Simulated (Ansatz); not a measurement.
**C₄H₁₀BN: one species, many methods**

One table from this session's results is given with a row withheld; the runs are named, their logs left out.

The runs use Ansatz 0.2.0, Gaussian basis; functionals in def2-TZVPP, the program's frozen cores in correlated methods.

The runs, in order: LDA (SPW92), PBE-D4, revPBE-D4, BLYP-D4, r2SCAN-D4, B97M-V, PBE0-D4, B3LYP-D4, r2SCANh-D4, r2SCAN0-D4, HSE06-D4, BHLYP-D4, CAM-B3LYP-D4, LC-ωPBE, ωB97X-V, ωB97M-V, B2PLYP, PBE-QIDH; CCSD(T)/def2-SVP; CCSD(T)/def2-TZVPP; MP2/def2-QZVPP; extrapolation to the limit; RPA on PBE.

### The relaxed structure

The geometry comes from an earlier relaxation with PBE0-D4 in a triple-zeta def2 set; it is a stationary point, not always the lowest conformer.

SMILES `BN(C=C)CC`, 16 atoms, charge 0, spin multiplicity 1.

Atoms are counted from 1 here; the program's logs count them from 0.

Bond lengths: B1–N2 1.399 Å, B1–H7 1.195 Å, B1–H8 1.195 Å, N2–C3 1.396 Å, N2–C5 1.458 Å, C3–C4 1.330 Å, C3–H9 1.084 Å, C4–H10 1.081 Å, C4–H11 1.082 Å, C5–C6 1.518 Å, C5–H12 1.090 Å, C5–H13 1.094 Å, C6–H14 1.092 Å, C6–H15 1.091 Å, C6–H16 1.092 Å. Angles: N2–B1–H7 118.8°, N2–B1–H8 118.8°, H7–B1–H8 122.4°, B1–N2–C3 120.8°, B1–N2–C5 121.5°, C3–N2–C5 117.7°, N2–C3–C4 127.4°, N2–C3–H9 112.5°, C4–C3–H9 120.1°, C3–C4–H10 119.1°, C3–C4–H11 123.7°, H10–C4–H11 117.2°, N2–C5–C6 112.9°, N2–C5–H12 107.2°, N2–C5–H13 108.7°, C6–C5–H12 109.9°, C6–C5–H13 110.8°, H12–C5–H13 107.1° and more.

Geometry (Å):

```xyz
16
charge 0, multiplicity 1
B    -0.06337    0.28761   -2.07893
N     0.03670   -0.16742   -0.75999
C    -0.75409   -1.22465   -0.30620
C    -0.75150   -1.77419    0.90543
C     0.95287    0.45098    0.19118
C     0.26365    1.42756    1.12743
H    -0.84918   -0.23693   -2.81131
H     0.64117    1.18588   -2.43376
H    -1.41914   -1.60425   -1.07393
H    -1.41301   -2.60513    1.10788
H    -0.11849   -1.43715    1.71545
H     1.71752    0.96957   -0.38741
H     1.45764   -0.33800    0.75687
H     0.98008    1.83217    1.84601
H    -0.54457    0.95052    1.68322
H    -0.15929    2.26083    0.56235
```

The first run:

in.yaml reads:

```yaml
crystal:
  periodic: [false, false, false]
  atoms:
    - {symbol: B, position_ang: [-0.063369, 0.287608, -2.078928]}
    - {symbol: N, position_ang: [0.036698, -0.167416, -0.759986]}
    - {symbol: C, position_ang: [-0.754089, -1.224652, -0.306196]}
    - {symbol: C, position_ang: [-0.751502, -1.774191, 0.905425]}
    - {symbol: C, position_ang: [0.952871, 0.450977, 0.191182]}
    - {symbol: C, position_ang: [0.263647, 1.427561, 1.127432]}
    - {symbol: H, position_ang: [-0.849181, -0.236929, -2.811310]}
    - {symbol: H, position_ang: [0.641174, 1.185884, -2.433760]}
    - {symbol: H, position_ang: [-1.419135, -1.604249, -1.073929]}
    - {symbol: H, position_ang: [-1.413008, -2.605134, 1.107878]}
    - {symbol: H, position_ang: [-0.118488, -1.437151, 1.715446]}
    - {symbol: H, position_ang: [1.717519, 0.969566, -0.387406]}
    - {symbol: H, position_ang: [1.457641, -0.338000, 0.756875]}
    - {symbol: H, position_ang: [0.980080, 1.832169, 1.846014]}
    - {symbol: H, position_ang: [-0.544570, 0.950524, 1.683217]}
    - {symbol: H, position_ang: [-0.159286, 2.260834, 0.562346]}
basis:
  gaussian: {orbitals: def2-TZVPP}
hamiltonian: {xc: lda}
output: {orbitals: {seedname: orbitals}}
```

The run is started by

```sh
$ ansatz run in.yaml --threads 4 --pin off --events-out ev --progress --plain --max-ram 11315MiB
```

Steps of the session up to this table: LDA; PBE-D4 (GGA); revPBE-D4 (GGA); BLYP-D4 (GGA); r2SCAN-D4 (meta-GGA); B97M-V (meta-GGA); B3LYP-D4 (hybrid); r2SCANh-D4 (hybrid); r2SCAN0-D4 (hybrid); HSE06-D4 (hybrid); BHLYP-D4 (hybrid); CAM-B3LYP-D4 (range-separated); LC-ωPBE (range-separated); ωB97X-V (range-separated); ωB97M-V (range-separated); B2PLYP (double hybrid); PBE-QIDH (double hybrid).

One table of the session follows, with a row left open; its other results are not shown here.

It belongs to the step «Orbital energies across the functionals». 

| functional | HOMO (eV) | gap (eV) |
| --- | --- | --- |
| LDA (SPW92) | -5.90 | 4.17 |
| PBE-D4 | -5.69 | 4.21 |
| revPBE-D4 | -5.61 | 4.24 |
| BLYP-D4 | -5.52 | 4.19 |
| r2SCAN-D4 | -5.83 | 4.65 |
| B97M-V | -5.87 | 4.63 |
| PBE0-D4 | -6.71 | 6.17 |
| B3LYP-D4 | -6.49 | 5.74 |
| r2SCANh-D4 | -6.22 | 5.37 |
| r2SCAN0-D4 | -6.81 | 6.46 |
| HSE06-D4 | -6.31 | 5.40 |
| BHLYP-D4 | -7.58 | 8.04 |
| CAM-B3LYP-D4 | -7.97 | 8.47 |
| LC-ωPBE | -9.30 | 10.95 |
| ωB97X-V | ? | ? |
| ωB97M-V | -8.87 | 10.18 |

**Question.** Estimate the row for ωB97X-V.

**Answer.** HOMO (eV): -8.93; gap (eV): 10.48. In the column «HOMO (eV)» it lies between LC-ωPBE (-9.30) and ωB97M-V (-8.87).
